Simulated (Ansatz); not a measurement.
# CaZn2Sb2: the cost of one run

Computed with Ansatz 0.2.0 (DFT LDA, scalar-relativistic, plane waves, PAW, unless a step's input says otherwise).

### 1 Starting point

Symmetry: P-3m1, No. 164, trigonal system. The conventional cell has a = 4.359 Å, b = 4.359 Å, c = 7.228 Å, α = 90.00°, β = 90.00°, γ = 120.00°. Around Ca (site symmetry -3m) lie 6 Sb at 3.12 Å. Zn (site symmetry 3m) has 4 Sb at 2.64 to 2.73 Å as nearest neighbours. Sb (site symmetry 3m) has 4 Zn at 2.64 to 2.73 Å as nearest neighbours.

As a file:

```
CELL_PARAMETERS angstrom
4.35909 0.00000 0.00000
-2.17954 3.77508 0.00000
0.00000 0.00000 7.22822
ATOMIC_POSITIONS crystal
Ca 0.00000 0.00000 0.00000
Zn 0.33333 0.66667 0.63310
Zn 0.66667 0.33333 0.36690
Sb 0.33333 0.66667 0.25581
Sb 0.66667 0.33333 0.74419
```

It is the result of an earlier relaxation at this level (volume 23.79 Å³/atom; gap on the mesh: none (metal)).

### 2 Tight relaxation for the response runs, with the smearing for a metal

Response functions are second derivatives at a minimum, so forces and stress are first brought close to zero on the mesh and occupations that the response runs use.

File input.yaml:

```yaml
crystal:
  lattice:
    - [4.3590895577, 0.0, 0.0]
    - [-2.1795447789, 3.7750822944, 0.0]
    - [0.0, 0.0, 7.2282222772]
  atoms:
    - { symbol: Ca, position: [0.0, 0.0, 0.0] }
    - { symbol: Zn, position: [0.3333333333, 0.6666666667, 0.6330961749] }
    - { symbol: Zn, position: [0.6666666667, 0.3333333333, 0.3669038251] }
    - { symbol: Sb, position: [0.3333333333, 0.6666666667, 0.2558112663] }
    - { symbol: Sb, position: [0.6666666667, 0.3333333333, 0.7441887337] }
basis:
  ecutwfc: 420
kpoints:
  mp_grid: { grid: [9, 9, 6] }
hamiltonian:
  xc: lda
scf:
  occupations: { method: fermi_dirac, width: 0.15 }
output:
  forces: true
  stress: true
  eigenvalues: true
relax:
  adjacent_minimum: "off"
  f_tol: 0.001
  max_steps: 60
  cell: { stress_tol: 0.01 }
```

Launch:

```console
$ ansatz run input.yaml --threads 2 --pin off --max-ram 5120MiB --backend cpu --events-out ev --progress --plain --runs-dir out
```

**Question.** How long does this run take on 2 threads of Arm Neoverse V1, shared host, and how much memory does it need?

About 56 s, with a peak of 0.54 GiB.
